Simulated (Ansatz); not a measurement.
# ClFH4OSi2: basis-set convergence

An exercise on one series of results from a longer session: the logs are not shown, and one member is left open.

Method: one geometry, several basis sets; program: Ansatz 0.2.0, Gaussian basis.

The runs, in order: PBE0-D4/def2-SVP; ωB97M-V/def2-SVP; PBE0-D4/def2-QZVPP; ωB97M-V/def2-QZVPP; the functionals' def2-TZVPP values are taken from earlier runs.

**The geometry**

An earlier PBE0-D4 in a triple-zeta def2 set relaxation fixed the geometry.

9 atoms, charge 0, spin multiplicity 1.

Atoms are counted from 1 here; the program's logs count them from 0.

Bond lengths: O1–Si2 1.624 Å, O1–H6 0.960 Å, Si2–F3 1.594 Å, Si2–Si4 2.329 Å, Si2–Cl5 2.053 Å, Si4–H7 1.484 Å, Si4–H8 1.485 Å, Si4–H9 1.485 Å. Angles: Si2–O1–H6 119.7°, O1–Si2–F3 110.0°, O1–Si2–Si4 109.3°, O1–Si2–Cl5 110.0°, F3–Si2–Si4 110.8°, F3–Si2–Cl5 105.1°, Si4–Si2–Cl5 111.5°, Si2–Si4–H7 108.7°, Si2–Si4–H8 108.6°, Si2–Si4–H9 109.8°, H7–Si4–H8 109.8°, H7–Si4–H9 110.0°, H8–Si4–H9 109.8°.

Set-up of the first run:

in.yaml reads:

```yaml
crystal:
  periodic: [false, false, false]
  atoms:
    - {symbol: O, position_ang: [-0.503401, 1.851621, -0.195024]}
    - {symbol: Si, position_ang: [0.340569, 0.517999, -0.578330]}
    - {symbol: F, position_ang: [1.902216, 0.836235, -0.556258]}
    - {symbol: Si, position_ang: [-0.178706, -1.180553, 0.928347]}
    - {symbol: Cl, position_ang: [-0.065660, -0.039600, -2.511986]}
    - {symbol: H, position_ang: [-0.543352, 2.583156, -0.814900]}
    - {symbol: H, position_ang: [-1.623025, -1.501080, 0.806451]}
    - {symbol: H, position_ang: [0.632897, -2.377617, 0.592380]}
    - {symbol: H, position_ang: [0.127061, -0.736464, 2.312220]}
basis:
  gaussian: {orbitals: def2-SVP}
hamiltonian: {xc: pbe0, dispersion: d4}
output: {orbitals: {seedname: orbitals}}
```

Started as:

```bash
$ ansatz run in.yaml --threads 4 --pin off --events-out ev --progress --plain --max-ram 10444MiB
```

Among the steps run: PBE0-D4 in def2-SVP; ωB97M-V in def2-SVP; PBE0-D4 in def2-QZVPP; ωB97M-V in def2-QZVPP.

One table of the session follows, with a row left open; its other results are not shown here.

It belongs to the step «Functionals by basis». 

| functional | basis | HOMO (eV) | LUMO (eV) |
| --- | --- | --- | --- |
| PBE0-D4 | def2-SVP | -8.66 | 0.19 |
| PBE0-D4 | def2-TZVPP | -8.74 | -0.15 |
| PBE0-D4 | def2-QZVPP | -8.77 | -0.24 |
| ωB97M-V | def2-SVP | ? | ? |
| ωB97M-V | def2-TZVPP | -10.80 | 1.64 |
| ωB97M-V | def2-QZVPP | -10.83 | 1.32 |

**Question.** Estimate the row for ωB97M-V, def2-SVP.

The run gave: HOMO (eV): -10.68; LUMO (eV): 2.11. In the column «HOMO (eV)» it lies between ωB97M-V, def2-TZVPP (-10.80) and PBE0-D4, def2-QZVPP (-8.77).
